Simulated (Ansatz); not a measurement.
# CCSD/def2-SVP run of CH7BGe (SMILES C[BH][GeH3])

What is the electronic atomisation energy of CH7BGe at CCSD/def2-SVP? 

The results are computed with Ansatz 0.2.0.

69 further runs of the same task are left out: 69 set aside as unsound or not needed.

## 1. The structure to begin with

CH7BGe has 10 atoms, charge 0, and is taken as a singlet. SMILES: `C[BH][GeH3]`. Geometry: relaxed at PBE0-D4/def2-TZVP.

Bond lengths: C1–B2 1.548 Å, B2–Ge3 2.066 Å, C1–H4 1.093 Å, C1–H5 1.106 Å, C1–H6 1.091 Å, B2–H7 1.200 Å, Ge3–H8 1.544 Å, Ge3–H9 1.542 Å, Ge3–H10 1.542 Å. Some angles: C1–B2–Ge3 123.5°, C1–B2–H7 119.3°, Ge3–B2–H7 117.1°, B2–C1–H4 114.7°, B2–C1–H5 102.9°, B2–C1–H6 116.2°, B2–Ge3–H8 109.4°, B2–Ge3–H9 113.8°, B2–Ge3–H10 112.1°, H4–C1–H5 105.3°.

## 2. The energy at CCSD/def2-SVP

File run.yaml:

```yaml
crystal:
  periodic: [false, false, false]
  atoms:
    - symbol: C
      position_ang: [-1.211300, 0.848000, -0.579700]
    - symbol: B
      position_ang: [-0.013900, -0.123000, -0.719700]
    - symbol: Ge
      position_ang: [1.111300, -0.784600, 0.881600]
    - symbol: H
      position_ang: [-1.972600, 0.748500, -1.357000]
    - symbol: H
      position_ang: [-0.747300, 1.837300, -0.749600]
    - symbol: H
      position_ang: [-1.677100, 0.898700, 0.405800]
    - symbol: H
      position_ang: [0.326000, -0.481700, -1.813000]
    - symbol: H
      position_ang: [0.918400, -2.307400, 1.048300]
    - symbol: H
      position_ang: [0.729200, -0.128900, 2.224000]
    - symbol: H
      position_ang: [2.620500, -0.558300, 0.662100]
basis:
  gaussian:
    orbitals: def2-SVP
scf:
  omitted_lower_state_checks: [cluster_reference, increment]
accuracy: high
correlation:
  method: ccsd
  frozen_orbitals: {B: 1, C: 1, Ge: 9, H: 0}
```

The run is started by

```console
$ ansatz run run.yaml --threads 1 --pin off --max-ram 3480MiB --events-out events.jsonl --progress --plain --runs-dir runs
```

Standard output, cut to the lines that bear on the results:

```text
Warning: RAYON_NUM_THREADS=1 ignored (pool sized by the plan → 1); use --threads N
Functional definition: HF
  name "HF"
[...]
2179 factors; integrals over basis functions are off by at most 1.0e-8 eV
[...]
mean field -58277.46042990 eV, -2141.6571689174 hartree, gradient 2.7e-8 eV, S^2 0.000000; 0 other end points of the search recorded, 0 dependent functions left out
11 core orbitals not correlated: weight in the atoms' cores, before any rotation towards them, 1.000 or more for the frozen orbitals, at most 0.000 for the correlated occupied ones
reference -58277.46042990 eV, -2141.6571689174 hartree; 14, 14 occupied and 70, 70 virtual orbitals, 2179 factors
second order -12.71077927 eV of doubles, -0.00000000 eV of singles
cycle   1  -13.34696777 eV  change   -6.4e-1 eV  update   8.7e-2
[...]
cycle  21  -13.86956762 eV  change    2.6e-9 eV  update   2.4e-9
Total energy: -58291.32999752 eV, -2142.1668661264 hartree
Checks for a lower state left out: cluster_reference, increment
```

Run time: 22 s. Hardware: 1 thread of Arm Neoverse V2, shared host; peak memory 0.61 GiB.

## 3. The B atom

File molecule.yaml:

```yaml
crystal:
  periodic: [false, false, false]
  atoms:
    - symbol: B
      position_ang: [0.000000, 0.000000, 0.000000]
basis:
  gaussian: {orbitals: def2-SVP}
magnetization: {spin_polarized: true, initial_magnetization: 1}
correlation: {method: ccsd, frozen_orbitals: {B: 1}}
accuracy: high
scf: {omitted_lower_state_checks: [cluster_reference, increment]}
```

Run the same way, it converges to -24.55745 Eh (log not shown).

## 4. The C atom at the same level

File molecule.yaml:

```yaml
crystal:
  periodic: [false, false, false]
  atoms:
    - {symbol: C, position_ang: [0.000000, 0.000000, 0.000000]}
basis:
  gaussian:
    orbitals: def2-SVP
magnetization:
  spin_polarized: true
  initial_magnetization: 2
correlation:
  method: ccsd
  frozen_orbitals: {C: 1}
accuracy: high
scf:
  omitted_lower_state_checks: [cluster_reference, increment]
```

Run the same way, it converges to -37.71440 Eh (log not shown).

## 5. The Ge atom

File input.yaml:

```yaml
crystal:
  periodic: [false, false, false]
  atoms:
    - symbol: Ge
      position_ang: [0.000000, 0.000000, 0.000000]
basis:
  gaussian:
    orbitals: def2-SVP
magnetization:
  spin_polarized: true
  initial_magnetization: 2
correlation:
  method: ccsd
  frozen_orbitals: {Ge: 9}
accuracy: high
scf:
  omitted_lower_state_checks: [cluster_reference, increment]
```

The run is started by

```console
$ ansatz run input.yaml --threads 1 --pin off --max-ram 3480MiB --events-out events.jsonl --progress --plain --runs-dir runs
```

Standard output, cut to the lines that bear on the results:

```text
Warning: RAYON_NUM_THREADS=1 ignored (pool sized by the plan → 1); use --threads N
Functional definition: HF
  name "HF"
[...]
315 factors; integrals over basis functions are off by at most 3.9e-9 eV
[...]
mean field -56465.20607096 eV, -2075.0580496166 hartree, gradient 2.8e-8 eV, S^2 2.009032; 3 other end points of the search recorded, 0 dependent functions left out
9 core orbitals not correlated: weight in the atoms' cores, before any rotation towards them, 1.000 or more for the frozen orbitals, at most 0.000 for the correlated occupied ones
reference -56465.20607096 eV, -2075.0580496166 hartree; 8, 6 occupied and 15, 17 virtual orbitals, 315 factors
second order -4.66434380 eV of doubles, -0.00000000 eV of singles
cycle   1  -4.57289046 eV  change    9.1e-2 eV  update   6.1e-2
[...]
cycle  17  -4.80419603 eV  change   -1.5e-9 eV  update  3.3e-10
Total energy: -56470.01026699 eV, -2075.2346005642 hartree
Checks for a lower state left out: cluster_reference, increment
```

Run time: 0.52 s. Hardware: 1 thread of Arm Neoverse V2, shared host.

## 6. The H atom: a single-point energy at UHF/def2-SVP

File molecule.yaml:

```yaml
crystal:
  periodic: [false, false, false]
  atoms:
    - {symbol: H, position_ang: [0.000000, 0.000000, 0.000000]}
basis:
  gaussian:
    orbitals: def2-SVP
magnetization:
  spin_polarized: true
  initial_magnetization: 1
accuracy: high
hamiltonian:
  xc: hf
```

Run the same way, it converges to -0.49928 Eh (log not shown).

## 7. Results

Level: CCSD/def2-SVP, 11 core orbitals frozen.

| quantity | value |
| --- | --- |
| molecule: total energy | -2142.16687 Eh |
| molecule: correlation energy (11 core orbitals frozen) | -509.7 mEh |
| molecule: T1 diagnostic | 0.010 |
| B atom: total energy | -24.55745 Eh |
| B atom: correlation energy (1 core orbital frozen) | -56.9 mEh |
| B atom: ⟨S²⟩ of the reference determinant | 0.756 |
| B atom: T1 diagnostic | 0.011 |
| C atom: total energy | -37.71440 Eh |
| C atom: correlation energy (1 core orbital frozen) | -69.2 mEh |
| C atom: ⟨S²⟩ of the reference determinant | 2.007 |
| C atom: T1 diagnostic | 0.007 |
| Ge atom: total energy | -2075.23460 Eh |
| Ge atom: correlation energy (9 core orbitals frozen) | -176.6 mEh |
| Ge atom: ⟨S²⟩ of the reference determinant | 2.009 |
| Ge atom: T1 diagnostic | 0.007 |
| H atom: total energy | -0.49928 Eh |
| H atom: ⟨S²⟩ | 0.750 |
| electronic atomisation energy | 31.714 eV |

Taking the molecule apart into free atoms costs 31.71 eV (731 kcal/mol), before zero-point energy and without spin-orbit coupling.
